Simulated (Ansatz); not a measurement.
# CH₂OSSi (SMILES O=C1[SiH2]S1): Born-Oppenheimer dynamics

Aim: follow the atoms for 80 steps of 0.5 fs at constant energy, with velocities drawn for 1000 K.

Computed with Ansatz 0.2.0, Gaussian basis. Level: PBE-D4/def2-SVP.

## 1. Starting geometry

SMILES `O=C1[SiH2]S1`, 6 atoms, charge 0, spin multiplicity 1.

Atoms are counted from 1 here; the program's logs count them from 0.

Bond lengths: O1–C2 1.185 Å, C2–Si3 1.859 Å, C2–S4 1.800 Å, Si3–S4 2.181 Å, Si3–H5 1.446 Å, Si3–H6 1.446 Å. Angles: O1–C2–Si3 154.4°, O1–C2–S4 132.4°, Si3–C2–S4 73.1°, C2–Si3–S4 52.2°, C2–Si3–H5 118.2°, C2–Si3–H6 118.1°, S4–Si3–H5 113.5°, S4–Si3–H6 113.6°, H5–Si3–H6 121.0°, C2–S4–Si3 54.7°.

As a file:

```csv
atom,x (Å),y (Å),z (Å)
O1,-0.6441,-2.0717,0.5182
C2,-0.4536,-0.9632,0.1457
Si3,0.5033,0.6268,0.0320
S4,-1.3982,0.1395,-0.9176
H5,1.6109,0.6940,-0.8958
H6,0.3817,1.5747,1.1175
```

## 2. The run

md/in.yaml reads:

```yaml
crystal:
  periodic: [false, false, false]
  atoms:
    - {symbol: O, position_ang: [-0.644090, -2.071680, 0.518240]}
    - {symbol: C, position_ang: [-0.453620, -0.963240, 0.145720]}
    - {symbol: Si, position_ang: [0.503270, 0.626800, 0.031990]}
    - {symbol: S, position_ang: [-1.398170, 0.139470, -0.917640]}
    - {symbol: H, position_ang: [1.610940, 0.693990, -0.895830]}
    - {symbol: H, position_ang: [0.381670, 1.574670, 1.117520]}
basis:
  gaussian: {orbitals: def2-SVP}
hamiltonian: {xc: pbe, dispersion: d4}
md: {n_steps: 80, timestep: 0.5, temperature: 1000, ensemble: nve, seed: 845, initial_velocities: maxwell_boltzmann}
```

The run is started by

```sh
$ ansatz run in.yaml --threads 2 --pin off --events-out ev --progress --plain --max-ram 3481MiB
```

**Question.** What will these runs give? Wanted: temperature at the start; mean temperature, second half; lowest and highest potential energy, from the first frame; largest change of potential + kinetic.

As calculated:

| quantity | value |
| --- | --- |
| length | 80 steps, 40.0 fs |
| temperature at the start | 1000 K |
| mean temperature, second half | 606 K |
| lowest and highest potential energy, from the first frame | -91 and 326 meV |
| largest change of potential + kinetic | 0.9 meV |

With no thermostat the total energy should stay fixed; it holds within 0.9 meV, small beside the kinetic energy, so the time step serves. The instant temperature ranges from 371 to 1174 K, as energy passes between motion and strain. The molecule keeps its bonds.
